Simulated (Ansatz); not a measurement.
# C₂H₆Cl₂O₂Si: small, medium and large basis sets

An exercise on one series of results from a longer session: the logs are not shown, and one member is left open.

The runs use Ansatz 0.2.0, Gaussian basis; one geometry, several basis sets.

Levels to be run: PBE0-D4/def2-SVP; ωB97M-V/def2-SVP; PBE0-D4/def2-QZVPP; ωB97M-V/def2-QZVPP; the functionals' def2-TZVPP values are taken from earlier runs.

**The relaxed structure**

The geometry comes from an earlier relaxation with PBE0-D4 in a triple-zeta def2 set; it is a stationary point, not always the lowest conformer.

SMILES `CO[Si](Cl)(Cl)OC`, 13 atoms, charge 0, spin multiplicity 1.

Atoms are counted from 1 here; the program's logs count them from 0.

Bond lengths: C1–O2 1.414 Å, C1–H8 1.090 Å, C1–H9 1.094 Å, C1–H10 1.094 Å, O2–Si3 1.614 Å, Si3–Cl4 2.046 Å, Si3–Cl5 2.028 Å, Si3–O6 1.607 Å, O6–C7 1.416 Å, C7–H11 1.090 Å, C7–H12 1.094 Å, C7–H13 1.093 Å. Angles: O2–C1–H8 107.8°, O2–C1–H9 110.8°, O2–C1–H10 111.0°, H8–C1–H9 109.0°, H8–C1–H10 109.1°, H9–C1–H10 109.1°, C1–O2–Si3 126.5°, O2–Si3–Cl4 108.9°, O2–Si3–Cl5 111.4°, O2–Si3–O6 109.7°, Cl4–Si3–Cl5 108.4°, Cl4–Si3–O6 110.9°, Cl5–Si3–O6 107.6°, Si3–O6–C7 125.4°, O6–C7–H11 107.6°, O6–C7–H12 111.0°, O6–C7–H13 110.8°, H11–C7–H12 109.0° and more.

The first run:

Input file in.yaml:

```yaml
crystal:
  periodic: [false, false, false]
  atoms:
    - {symbol: C, position_ang: [1.010202, -0.515426, -2.035920]}
    - {symbol: O, position_ang: [0.777511, -0.210710, -0.675153]}
    - {symbol: Si, position_ang: [-0.318813, 0.823450, -0.097719]}
    - {symbol: Cl, position_ang: [-2.167150, 0.284808, -0.791320]}
    - {symbol: Cl, position_ang: [0.063832, 2.720988, -0.703767]}
    - {symbol: O, position_ang: [-0.282113, 0.811083, 1.509299]}
    - {symbol: C, position_ang: [-0.528947, -0.319269, 2.326143]}
    - {symbol: H, position_ang: [1.779919, -1.285997, -2.077343]}
    - {symbol: H, position_ang: [1.361031, 0.367538, -2.577490]}
    - {symbol: H, position_ang: [0.101544, -0.891828, -2.514286]}
    - {symbol: H, position_ang: [-0.465140, 0.004588, 3.364708]}
    - {symbol: H, position_ang: [-1.527497, -0.725219, 2.140798]}
    - {symbol: H, position_ang: [0.215920, -1.098807, 2.146949]}
basis:
  gaussian: {orbitals: def2-SVP}
hamiltonian: {xc: pbe0, dispersion: d4}
output: {orbitals: {seedname: orbitals}}
```

Command:

```
$ ansatz run in.yaml --threads 4 --pin off --events-out ev --progress --plain --max-ram 11315MiB
```

Among the steps run: PBE0-D4 in def2-SVP; ωB97M-V in def2-SVP; PBE0-D4 in def2-QZVPP; ωB97M-V in def2-QZVPP.

One table of the session follows, with a row left open; its other results are not shown here.

It belongs to the step «Density functionals: the series». 

| functional | basis | HOMO (eV) | LUMO (eV) |
| --- | --- | --- | --- |
| PBE0-D4 | def2-SVP | -8.66 | 1.32 |
| PBE0-D4 | def2-TZVPP | -8.77 | 0.81 |
| PBE0-D4 | def2-QZVPP | ? | ? |
| ωB97M-V | def2-SVP | -10.97 | 3.32 |
| ωB97M-V | def2-TZVPP | -11.12 | 2.62 |
| ωB97M-V | def2-QZVPP | -11.17 | 1.71 |

**Question.** Estimate the row for PBE0-D4, def2-QZVPP.

As computed: HOMO (eV): -8.81; LUMO (eV): 0.43. In the column «HOMO (eV)» it lies between ωB97M-V, def2-SVP (-10.97) and PBE0-D4, def2-TZVPP (-8.77).
